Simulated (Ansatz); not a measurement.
# Cu5AgOs2: the cost of one run

Method: DFT PBE, scalar-relativistic, plane waves, PAW, in Ansatz 0.2.0.

## 1. Starting point

The cell holds 16 atoms (Ag2Cu10Os4): a = 6.514 Å, b = 6.514 Å, c = 6.514 Å, α = 109.47°, β = 109.47°, γ = 109.47°.

The sites of an ideal fcc lattice, at a guessed lattice constant, take 2 Ag, 4 Os, 10 Cu (sublattices apart by semicolons), with a shake of 0.02 Å. Warren-Cowley parameters of the first shell (negative: unlike neighbours preferred): Ag-Cu -0.07, Ag-Os +0.00, Cu-Os +0.00. In a cell this small the draw can fall short of the order aimed at.

As a file:

```
CELL_PARAMETERS angstrom
-3.76100 3.76100 -3.76100
3.76100 3.76100 3.76100
3.76100 -3.76100 -3.76100
ATOMIC_POSITIONS crystal
Cu 0.25317 0.00178 0.75394
Cu 0.99996 0.25188 0.75009
Cu 0.75294 0.50064 0.75027
Cu 0.25349 0.25606 0.50192
Cu 0.49681 0.75392 0.75153
Cu 0.00119 0.50060 0.50044
Cu 0.75191 0.99848 0.24522
Cu 0.75254 0.75337 0.50625
Cu 0.99995 0.74200 0.24784
Cu 0.50245 0.49788 0.99573
Ag 0.99784 0.00272 0.99995
Ag 0.75503 0.25512 0.99802
Os 0.49599 0.00657 0.50321
Os 0.49798 0.24726 0.24391
Os 0.25151 0.50131 0.24789
Os 0.25004 0.75063 0.99782
```

## 2. Relaxation without symmetry, coarse mesh

Cell and atoms move without symmetry, on a coarse mesh with loose thresholds.

input.yaml reads:

```yaml
crystal:
  lattice:
    - [-3.76100472, 3.76100472, -3.76100472]
    - [3.76100472, 3.76100472, 3.76100472]
    - [3.76100472, -3.76100472, -3.76100472]
  atoms:
    - { symbol: Cu, position: [0.2531673113, 0.0017843623, 0.7539382529] }
    - { symbol: Cu, position: [0.9999598189, 0.2518834143, 0.7500851436] }
    - { symbol: Cu, position: [0.7529392985, 0.5006432184, 0.7502651292] }
    - { symbol: Cu, position: [0.253494712, 0.2560603363, 0.501923546] }
    - { symbol: Cu, position: [0.4968107136, 0.7539179925, 0.7515302282] }
    - { symbol: Cu, position: [0.0011876154, 0.5005999742, 0.5004425599] }
    - { symbol: Cu, position: [0.7519065736, 0.9984795639, 0.2452216501] }
    - { symbol: Cu, position: [0.7525383048, 0.7533696284, 0.506250262] }
    - { symbol: Cu, position: [0.9999535082, 0.7420016676, 0.2478365347] }
    - { symbol: Cu, position: [0.5024464452, 0.4978750144, 0.995729636] }
    - { symbol: Ag, position: [0.9978407092, 0.0027197574, 0.9999489157] }
    - { symbol: Ag, position: [0.7550294611, 0.2551231356, 0.9980151832] }
    - { symbol: Os, position: [0.4959929767, 0.0065743451, 0.5032142206] }
    - { symbol: Os, position: [0.4979753315, 0.2472553554, 0.2439133242] }
    - { symbol: Os, position: [0.2515141862, 0.5013087796, 0.2478943031] }
    - { symbol: Os, position: [0.2500359566, 0.7506337476, 0.9978195601] }
  symmetry: { detect: false }
basis:
  ecutwfc: 420
kpoints:
  mp_grid: { grid: [3, 3, 3], shift: [0.0, 0.0, 0.0] }
hamiltonian:
  xc: pbe
scf:
  occupations: { method: gaussian, width: 0.1 }
  lower_state_search: "off"
output:
  forces: true
  stress: true
  eigenvalues: true
relax:
  adjacent_minimum: "off"
  f_tol: 0.04
  max_steps: 50
  cell: { stress_tol: 0.3 }
```

On the command line:

```sh
> ansatz run input.yaml --threads 4 --pin off --max-ram 9216MiB --backend cpu --events-out ev --progress --plain --runs-dir out
```

Q: Estimate wall time and peak memory on 4 threads of Arm Neoverse V2, shared host.

About 2 min, with a peak of 1.3 GiB.
